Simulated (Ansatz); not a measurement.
# The cluster B₅−: one molecule under many settings

How do the results and run time of the cluster B₅− respond when the settings are drawn wide?

Computed with Ansatz 0.2.0, Gaussian basis. Level: the settings change from run to run.

1 further run of the same task is left out (set aside as unsound or not needed). Runs told in other sessions of the task aren't counted.

## 1. The molecule

The geometry comes from an earlier relaxation with r2SCAN-D4/def2-SVPD; it is a stationary point.

5 atoms, charge -1, spin multiplicity 1.

Atoms are counted from 1 here; the program's logs count them from 0.

Bond lengths: B1–B3 1.601 Å, B1–B4 1.596 Å, B1–B5 1.741 Å, B2–B4 1.601 Å, B2–B5 1.631 Å, B3–B5 1.632 Å, B4–B5 1.741 Å. Angles: B3–B1–B4 121.0°, B3–B1–B5 58.3°, B4–B1–B5 62.7°, B4–B2–B5 65.1°, B1–B3–B5 65.1°, B1–B4–B2 121.0°, B1–B4–B5 62.7°, B2–B4–B5 58.3°, B1–B5–B2 111.1°, B1–B5–B3 56.6°, B1–B5–B4 54.6°, B2–B5–B3 167.7°, B2–B5–B4 56.6°, B3–B5–B4 111.1°.

As a file:

```csv
atom,x (Å),y (Å),z (Å)
B1,0.5238,1.0444,-0.0910
B2,-1.4116,-0.9452,0.1005
B3,1.7012,-0.0385,-0.0266
B4,-1.0071,0.5982,-0.0328
B5,0.1937,-0.6590,0.0500
```

## 2. r2SCAN50/def2-SVPD

Options: multiplicity 3, the search for lower states set to off.

The input, in.yaml:

```yaml
crystal:
  periodic: [false, false, false]
  atoms:
    - {symbol: B, position_ang: [0.523767, 1.044414, -0.091020]}
    - {symbol: B, position_ang: [-1.411570, -0.945189, 0.100479]}
    - {symbol: B, position_ang: [1.701194, -0.038487, -0.026600]}
    - {symbol: B, position_ang: [-1.007110, 0.598249, -0.032801]}
    - {symbol: B, position_ang: [0.193729, -0.658967, 0.049952]}
basis:
  gaussian: {orbitals: def2-SVPD}
total_charge: -1
magnetization: {spin_polarized: true, initial_magnetization: 2}
hamiltonian: {xc: {name: r2SCAN50}}
scf: {lower_state_search: off}
```

Launch:

```
ansatz run in.yaml --threads 4 --pin off --events-out ev --progress --plain --max-ram 3916MiB
```

Standard output:

```text
Functional definition: r2SCAN50
  name "r2SCAN50"
  cite "Bursch, Neugebauer, Ehlert & Grimme, J. Chem. Phys. 156, 134105 (2022) doi:10.1063/5.0086040"
  cite "Furness, Kaplan, Ning, Perdew & Sun, J. Phys. Chem. Lett. 11, 8208 (2020) doi:10.1021/acs.jpclett.0c02405"
  cite "Furness, Kaplan, Ning, Perdew & Sun, J. Phys. Chem. Lett. 11, 9248 (2020) doi:10.1021/acs.jpclett.0c03077"
  parent r2scan
  parameter a = 0.5
  parameter k0 = 0.174
  parameter k1 = 0.065
  parameter a1 = 4.9479
  exchange = (1 - a)*r2scan_x(k0 = k0, k1 = k1, a1 = a1) + a*exact_x
  correlation = r2scan_c
these checks for a lower state are left out or cut short: stability, starts, cluster_reference, orbital_swaps, neighbouring_geometries, increment
980 factors; their error is unknown
mean field evaluation 1: about -3368.1074 eV, gradient 1.1e1 eV
mean field evaluation 2: about -3369.1444 eV, gradient 7.9e0 eV
mean field evaluation 4: about -3369.9140 eV, gradient 1.9e0 eV
mean field evaluation 8: about -3370.1126 eV, gradient 1.3e-1 eV
mean field evaluation 16: about -3370.1293 eV, gradient 4.8e-3 eV
mean field evaluation 32: about -3370.1293 eV, gradient 8.0e-6 eV
mean field -3370.12934559 eV, -123.8499690947 hartree, gradient 8.0e-6 eV, S^2 2.533053; 0 other end points of the search recorded, 0 dependent functions left out
reference -3370.12935821 eV, -123.8499695584 hartree; 14, 12 occupied and 86, 88 virtual orbitals, 980 factors
Total energy: -3370.12935821 eV, -123.8499695584 hartree
Checks for a lower state left out: stability, starts, cluster_reference, orbital_swaps, neighbouring_geometries, increment
```

Run time: 0.85 s. Hardware: 4 threads of AMD EPYC 9R45, shared host.

⟨S²⟩ 2.533. The spin excess of 0.53 shows a contaminated determinant.

## 3. BCCD(T)/aug-cc-pVDZ

This run has multiplicity 3, restricted open-shell orbitals, coordinates scaled by 0.96.

The input, in.yaml:

```yaml
crystal:
  periodic: [false, false, false]
  atoms:
    - {symbol: B, position_ang: [0.502816, 1.002638, -0.087379]}
    - {symbol: B, position_ang: [-1.355107, -0.907382, 0.096460]}
    - {symbol: B, position_ang: [1.633146, -0.036948, -0.025536]}
    - {symbol: B, position_ang: [-0.966826, 0.574319, -0.031489]}
    - {symbol: B, position_ang: [0.185980, -0.632608, 0.047954]}
basis:
  gaussian: {orbitals: aug-cc-pVDZ}
total_charge: -1
magnetization: {spin_polarized: false, initial_magnetization: 2}
hamiltonian: {xc: {name: HF}}
correlation: {method: bccd_t}
```

The command is unchanged.

Standard output, cut to the lines that bear on the results:

```text
Functional definition: HF
  name "HF"
  cite "Fock, Z. Phys. 61, 126 (1930) doi:10.1007/BF01340294"
  parent pbe
[...]
1150 factors; integrals over basis functions are off by at most 1.6e-4 eV
[...]
mean field -3351.54774258 eV, -123.1671077793 hartree, gradient 1.8e-6 eV, S^2 2.000000; 8 other end points of the search recorded, 0 dependent functions left out
[...]
determinant -3351.54774258 eV, -123.1671077793 hartree, with singles and doubles -3362.52916238 eV, -123.5706675133 hartree
determinant -3350.38974983 eV, -123.1245523307 hartree, with singles and doubles -3362.82174482 eV, -123.5814197198 hartree
determinant -3348.28135811 eV, -123.0470703641 hartree, with singles and doubles -3360.06428673 eV, -123.4800850041 hartree
determinant -3348.13088931 eV, -123.0415407377 hartree, with singles and doubles -3359.93146579 eV, -123.4752039246 hartree
determinant -3348.12090470 eV, -123.0411738100 hartree, with singles and doubles -3360.18708804 eV, -123.4845978687 hartree
determinant -3351.54774258 eV, -123.1671077793 hartree, with singles and doubles -3362.51094790 eV, -123.5699981435 hartree
determinant -3350.38974983 eV, -123.1245523307 hartree, with singles and doubles -3362.78981112 eV, -123.5802461779 hartree
unrestricted determinant -3352.00774973 eV, -123.1840127301 hartree, S^2 2.8157
5 core orbitals not correlated: weight in the atoms' cores, before any rotation towards them, 1.000 or more for the frozen orbitals, at most 0.000 for the correlated occupied ones
reference -3350.38974983 eV, -123.1245523307 hartree; 9, 7 occupied and 101, 103 virtual orbitals, 1150 factors
second order -11.91228348 eV of doubles, -0.36177925 eV of singles
cycle   1  -12.41682393 eV  change   -1.7e-2 eV  update   2.3e-2
[...]
cycle  15  -12.43100992 eV  change   -5.0e-7 eV  update   1.9e-5
perturbative correction -0.93034003 eV, -0.0341893656 hartree
Total energy: -3363.75109978 eV, -123.6155728846 hartree
```

It took 24 s on 4 threads of AMD EPYC 9R45, shared host; peak memory 1.6 GiB.

## 4. PBE0/def2-TZVPD

Options: a grid of angular degree 47, D3(BJ) with three-body dispersion.

The input, in.yaml:

```yaml
crystal:
  periodic: [false, false, false]
  atoms:
    - {symbol: B, position_ang: [0.523767, 1.044414, -0.091020]}
    - {symbol: B, position_ang: [-1.411570, -0.945189, 0.100479]}
    - {symbol: B, position_ang: [1.701194, -0.038487, -0.026600]}
    - {symbol: B, position_ang: [-1.007110, 0.598249, -0.032801]}
    - {symbol: B, position_ang: [0.193729, -0.658967, 0.049952]}
basis:
  gaussian: {orbitals: def2-TZVPD, final_grid: {core_spheres: 20, valence_spheres: 16, degree: 47}}
total_charge: -1
hamiltonian: {xc: {name: PBE0}, dispersion: d3bjatm}
scf: {omitted_lower_state_checks: [starts]}
output: {forces: true}
```

Same command.

Standard output, cut to the lines that bear on the results:

```text
Functional definition: PBE0
  name "PBE0"
  cite "Adamo & Barone, J. Chem. Phys. 110, 6158 (1999) doi:10.1063/1.478522"
  cite "Perdew, Burke & Ernzerhof, Phys. Rev. Lett. 77, 3865 (1996) doi:10.1103/PhysRevLett.77.3865"
  parent pbe
[...]
825 factors; their error is unknown
[...]
mean field -3371.52968470 eV, -123.9014306079 hartree, gradient 2.8e-5 eV, S^2 0.000000; 0 other end points of the search recorded, 0 dependent functions left out
[...]
reference -3371.52971457 eV, -123.9014317054 hartree; 13, 13 occupied and 172, 172 virtual orbitals, 825 factors
Total energy: -3371.63613820 eV, -123.9053427018 hartree
Atom 0 at     0.523767     1.044414    -0.091020 Å, force    -0.073375    -0.450878     0.026492 eV/Å
Atom 1 at    -1.411570    -0.945189     0.100479 Å, force     0.433586     0.470651    -0.050164 eV/Å
Atom 2 at     1.701194    -0.038487    -0.026600 Å, force    -0.624617     0.158260     0.003689 eV/Å
Atom 3 at    -1.007110     0.598249    -0.032801 Å, force     0.302576    -0.341032     0.033148 eV/Å
Atom 4 at     0.193729    -0.658967     0.049952 Å, force    -0.038170     0.163000    -0.013165 eV/Å
Dipole moment:    -0.110066     0.373653    -0.027837 e Å
Checks for a lower state left out: starts
```

Wall time 1.2 s (4 threads of AMD EPYC 9R45, shared host).

Largest force 0.644 eV/Å.

## 5. rPW86-PBE/def2-TZVPP

This run has finite nuclei, D3(BJ) dispersion, the search for lower states set to off.

Edit in.yaml of step 4 so:

```diff
@@ -9,6 +9,6 @@
 basis:
-  gaussian: {orbitals: def2-TZVPD, final_grid: {core_spheres: 20, valence_spheres: 16, degree: 47}}
+  gaussian: {orbitals: def2-TZVPP, nuclear_model: gaussian}
 total_charge: -1
-hamiltonian: {xc: {name: PBE0}, dispersion: d3bjatm}
-scf: {omitted_lower_state_checks: [starts]}
+hamiltonian: {xc: {name: rPW86-PBE}, dispersion: d3bj}
+scf: {lower_state_search: off}
 output: {forces: true}
```

The command is unchanged.

Standard output, cut to the lines that bear on the results:

```text
Functional definition: rPW86-PBE
  name "rPW86-PBE"
  cite "Murray, Lee & Langreth, J. Chem. Theory Comput. 5, 2754 (2009) doi:10.1021/ct900365q"
  cite "Perdew, Burke & Ernzerhof, Phys. Rev. Lett. 77, 3865 (1996) doi:10.1103/PhysRevLett.77.3865"
  parent pbe
[...]
845 factors; their error is unknown
[...]
mean field -3385.70365187 eV, -124.4223142939 hartree, gradient 3.3e-6 eV, S^2 0.000000; 0 other end points of the search recorded, 0 dependent functions left out
[...]
reference -3385.70373516 eV, -124.4223173548 hartree; 13, 13 occupied and 142, 142 virtual orbitals, 845 factors
Total energy: -3385.82307194 eV, -124.4267029004 hartree
Atom 0 at     0.523767     1.044414    -0.091020 Å, force    -0.066697    -0.300177     0.014528 eV/Å
Atom 1 at    -1.411570    -0.945189     0.100479 Å, force     0.325493     0.280441    -0.032922 eV/Å
Atom 2 at     1.701194    -0.038487    -0.026600 Å, force    -0.430823     0.056486     0.008434 eV/Å
Atom 3 at    -1.007110     0.598249    -0.032801 Å, force     0.215448    -0.217252     0.024449 eV/Å
Atom 4 at     0.193729    -0.658967     0.049952 Å, force    -0.043420     0.180502    -0.014489 eV/Å
Dipole moment:    -0.090364     0.306978    -0.022831 e Å
Checks for a lower state left out: stability, starts, cluster_reference, orbital_swaps, neighbouring_geometries, increment
```

Run time: 0.75 s. Hardware: 4 threads of AMD EPYC 9R45, shared host.

Largest force 0.435 eV/Å.

## 6. The runs in one table

```csv
level,charge,multiplicity,geometry,functions,energy (eV),time
r2SCAN50/def2-SVPD,-1,3,relaxed,100,-3370.129,0.85 s
BCCD(T)/aug-cc-pVDZ,-1,3,scaled,115,-3363.751,24 s
PBE0/def2-TZVPD,-1,1,relaxed,185,-3371.636,1.2 s
rPW86-PBE/def2-TZVPP,-1,1,relaxed,155,-3385.823,0.75 s
```

## 7. What came out

```
                                         quantity                         value
                                             runs                             4
                                         quickest  rPW86-PBE/def2-TZVPP, 0.75 s
                                          slowest     BCCD(T)/aug-cc-pVDZ, 24 s
spread of total energies, same state and geometry                       14.2 eV
```

In words: BCCD(T)/aug-cc-pVDZ took 32 times as long as rPW86-PBE/def2-TZVPP. The jobs differ in tasks and options as well as level. Total energies at one charge and spin differ by 14 eV between levels, so only differences within one level mean anything. At the r2SCAN-D4/def2-SVPD geometry and in the same state, the sound runs without point charges leave forces up to 0.64 eV/Å (PBE0/def2-TZVPD).
